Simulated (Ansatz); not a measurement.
**InCl₂O radical: how energies converge with the basis set**

An exercise on one series of results from a longer session: the logs are not shown, and one member is left open.

The runs use Ansatz 0.2.0, Gaussian basis; one geometry, several basis sets.

The runs, in order: PBE0-D4/def2-SVP; ωB97M-V/def2-SVP; PBE0-D4/def2-QZVPP; ωB97M-V/def2-QZVPP; the functionals' def2-TZVPP values are taken from earlier runs.

**The relaxed structure**

An earlier PBE0-D4 in a triple-zeta def2 set relaxation fixed the geometry. In takes the def2 core potential; no spin-orbit term is included.

SMILES `[O][In]([Cl])[Cl]`, 4 atoms, charge 0, spin multiplicity 2.

Atoms are counted from 1 here; the program's logs count them from 0.

Bond lengths: O1–In2 1.989 Å, In2–Cl3 2.293 Å, In2–Cl4 2.293 Å. Angles: O1–In2–Cl3 119.2°, O1–In2–Cl4 119.2°, Cl3–In2–Cl4 121.6°.

The first run:

in.yaml reads:

```yaml
crystal:
  periodic: [false, false, false]
  atoms:
    - {symbol: O, position_ang: [0.606268, 1.013990, 1.667626]}
    - {symbol: In, position_ang: [0.031729, 0.015988, 0.045413]}
    - {symbol: Cl, position_ang: [0.741646, -2.144973, -0.248183]}
    - {symbol: Cl, position_ang: [-1.324144, 1.054695, -1.485156]}
basis:
  gaussian: {orbitals: def2-SVP}
magnetization: {spin_polarized: true, initial_magnetization: 1}
hamiltonian: {xc: pbe0, dispersion: d4}
output: {orbitals: {seedname: orbitals}}
```

Started as:

```
$ ansatz run in.yaml --threads 4 --pin off --events-out ev --progress --plain --max-ram 10444MiB
```

Among the steps run: PBE0-D4 in def2-SVP; ωB97M-V in def2-SVP; PBE0-D4 in def2-QZVPP; ωB97M-V in def2-QZVPP.

One of the session's tables, all rows but one given; the rest of the session is left out.

It belongs to the step «Functionals by basis». 

| functional | basis | HOMO (eV) | LUMO (eV) |
| --- | --- | --- | --- |
| PBE0-D4 | def2-SVP | -8.96 | -4.30 |
| PBE0-D4 | def2-TZVPP | ? | ? |
| PBE0-D4 | def2-QZVPP | -9.23 | -4.51 |
| ωB97M-V | def2-SVP | -11.32 | -1.95 |
| ωB97M-V | def2-TZVPP | -11.59 | -2.26 |
| ωB97M-V | def2-QZVPP | -11.62 | -2.31 |

Estimate the missing values for PBE0-D4, def2-TZVPP.

As computed: HOMO (eV): -9.19; LUMO (eV): -4.48. In the column «HOMO (eV)» it lies between PBE0-D4, def2-QZVPP (-9.23) and PBE0-D4, def2-SVP (-8.96).
